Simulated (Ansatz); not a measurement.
**C₂H₃BS: geometry optimisation**

The task: find the minimum of C₂H₃BS nearest to the start.

Program: Ansatz 0.2.0. Level of theory: RKS B3LYP-D4/def2-SVPD. These are calculated values, not measurements.

1 further run of the same task is left out (set aside as unsound or not needed).

### 1 The starting structure

7 atoms, charge 0, spin multiplicity 1.

Atoms are counted from 1 here; the program's logs count them from 0.

Bond lengths: B1–C2 1.486 Å, B1–H5 1.213 Å, B1–H6 1.213 Å, C2–C3 1.248 Å, C3–S4 1.667 Å, S4–H7 1.373 Å. Angles: C2–B1–H5 120.1°, C2–B1–H6 120.1°, H5–B1–H6 119.8°, B1–C2–C3 179.2°, C2–C3–S4 173.8°, C3–S4–H7 98.7°.

As a file:

```
B    -0.6029    1.6024    0.3052
C    -0.1483    0.1953    0.1534
C     0.2413   -0.9814    0.0119
S     0.6738   -2.5913   -0.0244
H    -0.2837    2.4371   -0.5148
H    -1.2945    1.9199    1.2496
H     1.4143   -2.5820   -1.1810
```

### 2 Relaxation

The input, input.yaml:

```yaml
crystal:
  periodic: [false, false, false]
  atoms:
    - { symbol: B, position_ang: [-0.602919, 1.602368, 0.30523] }
    - { symbol: C, position_ang: [-0.148291, 0.195276, 0.153433] }
    - { symbol: C, position_ang: [0.241292, -0.981416, 0.011895] }
    - { symbol: S, position_ang: [0.673783, -2.591253, -0.024401] }
    - { symbol: H, position_ang: [-0.283714, 2.43712, -0.514816] }
    - { symbol: H, position_ang: [-1.294466, 1.919929, 1.249634] }
    - { symbol: H, position_ang: [1.414324, -2.582024, -1.180955] }
basis:
  gaussian: { orbitals: def2-SVPD }
hamiltonian:
  xc: { name: B3LYP }
  dispersion: d4
output:
  forces: true
relax:
  f_tol: 0.003
  max_steps: 120
```

Run with:

```sh
ansatz run input.yaml --threads 1 --pin off --max-ram 2560MiB --backend cpu --events-out ev --progress --plain --runs-dir out
```

The log of the run:

```text
Warning: RAYON_NUM_THREADS=1 ignored (pool sized by the plan → 1); use --threads N
The last accepted step is kept in <dir> (removed where the run ends without a failure and the disk answers)
Engine: ansatz 0.2.0, aarch64-unknown-linux-gnu
Functional definition: B3LYP
  parameter a0 = 0.2
  parameter ax = 0.72
  parameter ac = 0.81
  exchange = (1 - a0 - ax)*slater_x + ax*b88_x + a0*exact_x
  correlation = (1 - ac)*vwn_rpa_c + ac*lyp_c
964 factors; their error is unknown
mean field evaluation 1: about -13621.4235 eV, gradient 4.6e1 eV
mean field evaluation 2: about -13605.1793 eV, gradient 8.2e1 eV
mean field evaluation 4: about -13627.1421 eV, gradient 1.5e1 eV
mean field evaluation 8: about -13627.7639 eV, gradient 1.2e-1 eV
mean field -13627.76396263 eV, -500.8110883964 hartree, gradient 5.3e-5 eV, S^2 0.000000; 0 other end points of the search recorded, 0 dependent functions left out
the calculation of the forces begins
reference -13627.76424757 eV, -500.8110988680 hartree; 18, 18 occupied and 93, 93 virtual orbitals, 964 factors
relax step   1: F+E_penalty+E_count = -13627.96259725 eV  Δ(F+E_penalty+E_count) = +0.000e0 eV  max|allowed force component| = 1.218e0 eV/Å  Δτ_max = 0.0000 Å  (29 SCF iters, accepted)
these checks for a lower state are left out or cut short: starts, cluster_reference, orbital_swaps, neighbouring_geometries, increment
964 factors; their error is unknown
mean field evaluation 16: about -13627.7103 eV, gradient 4.2e0 eV
mean field -13627.77566070 eV, -500.8115182926 hartree, gradient 1.4e-5 eV, S^2 0.000000; 0 other end points of the search recorded, 0 dependent functions left out
the calculation of the forces begins
reference -13627.77594544 eV, -500.8115287566 hartree; 18, 18 occupied and 93, 93 virtual orbitals, 964 factors
relax step   2: F+E_penalty+E_count = -13627.97481014 eV  Δ(F+E_penalty+E_count) = -1.221e-2 eV  max|allowed force component| = 1.663e-1 eV/Å  Δτ_max = 0.0107 Å  (34 SCF iters, accepted)
these checks for a lower state are left out or cut short: starts, cluster_reference, orbital_swaps, neighbouring_geometries, increment
964 factors; their error is unknown
mean field -13627.77645883 eV, -500.8115476234 hartree, gradient 1.4e-5 eV, S^2 0.000000; 0 other end points of the search recorded, 0 dependent functions left out
the calculation of the forces begins
reference -13627.77674358 eV, -500.8115580876 hartree; 18, 18 occupied and 93, 93 virtual orbitals, 964 factors
relax step   3: F+E_penalty+E_count = -13627.97559027 eV  Δ(F+E_penalty+E_count) = -7.801e-4 eV  max|allowed force component| = 5.681e-2 eV/Å  Δτ_max = 0.0040 Å  (35 SCF iters, accepted)
these checks for a lower state are left out or cut short: starts, cluster_reference, orbital_swaps, neighbouring_geometries, increment
964 factors; their error is unknown
mean field evaluation 32: about -13627.7766 eV, gradient 8.7e-2 eV
mean field -13627.77659962 eV, -500.8115527974 hartree, gradient 1.4e-5 eV, S^2 0.000000; 0 other end points of the search recorded, 0 dependent functions left out
the calculation of the forces begins
reference -13627.77688439 eV, -500.8115632623 hartree; 18, 18 occupied and 93, 93 virtual orbitals, 964 factors
relax step   4: F+E_penalty+E_count = -13627.97566589 eV  Δ(F+E_penalty+E_count) = -7.561e-5 eV  max|allowed force component| = 1.390e-2 eV/Å  Δτ_max = 0.0020 Å  (34 SCF iters, accepted)
these checks for a lower state are left out or cut short: starts, cluster_reference, orbital_swaps, neighbouring_geometries, increment
964 factors; their error is unknown
mean field -13627.77664407 eV, -500.8115544310 hartree, gradient 1.4e-5 eV, S^2 0.000000; 0 other end points of the search recorded, 0 dependent functions left out
the calculation of the forces begins
reference -13627.77692884 eV, -500.8115648959 hartree; 18, 18 occupied and 93, 93 virtual orbitals, 964 factors
relax step   5: F+E_penalty+E_count = -13627.97568696 eV  Δ(F+E_penalty+E_count) = -2.108e-5 eV  max|allowed force component| = 1.336e-2 eV/Å  Δτ_max = 0.0017 Å  (34 SCF iters, accepted)
these checks for a lower state are left out or cut short: starts, cluster_reference, orbital_swaps, neighbouring_geometries, increment
964 factors; their error is unknown
mean field -13627.77667576 eV, -500.8115555955 hartree, gradient 1.4e-5 eV, S^2 0.000000; 0 other end points of the search recorded, 0 dependent functions left out
the calculation of the forces begins
reference -13627.77696050 eV, -500.8115660596 hartree; 18, 18 occupied and 93, 93 virtual orbitals, 964 factors
relax step   6: F+E_penalty+E_count = -13627.97573782 eV  Δ(F+E_penalty+E_count) = -5.085e-5 eV  max|allowed force component| = 4.110e-3 eV/Å  Δτ_max = 0.0054 Å  (33 SCF iters, accepted)
these checks for a lower state are left out or cut short: starts, cluster_reference, orbital_swaps, neighbouring_geometries, increment
964 factors; their error is unknown
mean field -13627.77666847 eV, -500.8115553276 hartree, gradient 1.5e-5 eV, S^2 0.000000; 0 other end points of the search recorded, 0 dependent functions left out
the calculation of the forces begins
reference -13627.77695322 eV, -500.8115657917 hartree; 18, 18 occupied and 93, 93 virtual orbitals, 964 factors
relax step   7: F+E_penalty+E_count = -13627.97572619 eV  Δ(F+E_penalty+E_count) = +1.163e-5 eV  max|allowed force component| = 4.626e-3 eV/Å  Δτ_max = 0.0049 Å  (33 SCF iters, rejected (line search))
these checks for a lower state are left out or cut short: starts, cluster_reference, orbital_swaps, neighbouring_geometries, increment
964 factors; their error is unknown
mean field evaluation 64: about -13627.7767 eV, gradient 1.4e-5 eV
mean field -13627.77668715 eV, -500.8115560138 hartree, gradient 1.4e-5 eV, S^2 0.000000; 0 other end points of the search recorded, 0 dependent functions left out
the calculation of the forces begins
reference -13627.77697189 eV, -500.8115664780 hartree; 18, 18 occupied and 93, 93 virtual orbitals, 964 factors
relax step   8: F+E_penalty+E_count = -13627.97574291 eV  Δ(F+E_penalty+E_count) = -5.093e-6 eV  max|allowed force component| = 7.443e-4 eV/Å  Δτ_max = 0.0015 Å  (34 SCF iters, accepted)
964 factors; their error is unknown
mean field -13627.77668715 eV, -500.8115560138 hartree, gradient 1.4e-5 eV, S^2 0.000000; 1 other end points of the search recorded, 0 dependent functions left out
the calculation of the forces begins
reference -13627.77697189 eV, -500.8115664780 hartree; 18, 18 occupied and 93, 93 virtual orbitals, 964 factors
Total energy: -13627.97602766 eV, -500.8188816424 hartree
Atom 0 at    -0.600889     1.599386     0.303357 Å, force     0.000144    -0.000522     0.000217 eV/Å
Atom 1 at    -0.146756     0.189756     0.153427 Å, force    -0.000560     0.000160     0.000005 eV/Å
Atom 2 at     0.235128    -0.975510     0.018816 Å, force     0.000698    -0.000206    -0.000614 eV/Å
Atom 3 at     0.674620    -2.588835    -0.029284 Å, force    -0.000357    -0.000307     0.000351 eV/Å
Atom 4 at    -0.284156     2.425317    -0.511115 Å, force     0.000054    -0.000477    -0.000045 eV/Å
Atom 5 at    -1.285837     1.914935     1.239896 Å, force    -0.000002     0.000609     0.000064 eV/Å
Atom 6 at     1.407900    -2.565049    -1.175076 Å, force     0.000023     0.000744     0.000022 eV/Å
Dipole moment:     0.195922    -0.330792    -0.173845 e Å
```

Wall time 32 s (1 thread of Arm Neoverse V2, shared host); peak memory 0.19 GiB.

Step by step:

```csv
step,energy from step 1 (eV),largest force component (eV/Å)
1,0.0000,1.2176
2,-0.0122,0.1663
3,-0.0130,0.0568
4,-0.0131,0.0139
5,-0.0131,0.0134
6,-0.0131,0.0041
7,-0.0131,0.0046
8,-0.0131,0.0007
```

Distances of close pairs at the start and the end, largest changes first:

```csv
bond,before (Å),after (Å),change (Å)
C2–C3,1.248,1.234,-0.014
S4–H7,1.373,1.361,-0.013
B1–H5,1.213,1.202,-0.010
B1–H6,1.213,1.202,-0.010
C3–S4,1.667,1.673,+0.005
B1–C2,1.486,1.489,+0.002
```

### 3 Results

```
             quantity      value
        energy gained  0.0131 eV
root mean square move    0.011 Å
        dipole moment     2.03 D
```

What this shows: Bond lengths: B1–C2 1.489 Å, B1–H5 1.202 Å, B1–H6 1.202 Å, C2–C3 1.234 Å, C3–S4 1.673 Å, S4–H7 1.361 Å. Angles: C2–B1–H5 120.1°, C2–B1–H6 120.0°, H5–B1–H6 119.8°, B1–C2–C3 179.4°, C2–C3–S4 174.5°, C3–S4–H7 98.6°. No frequencies were computed here.
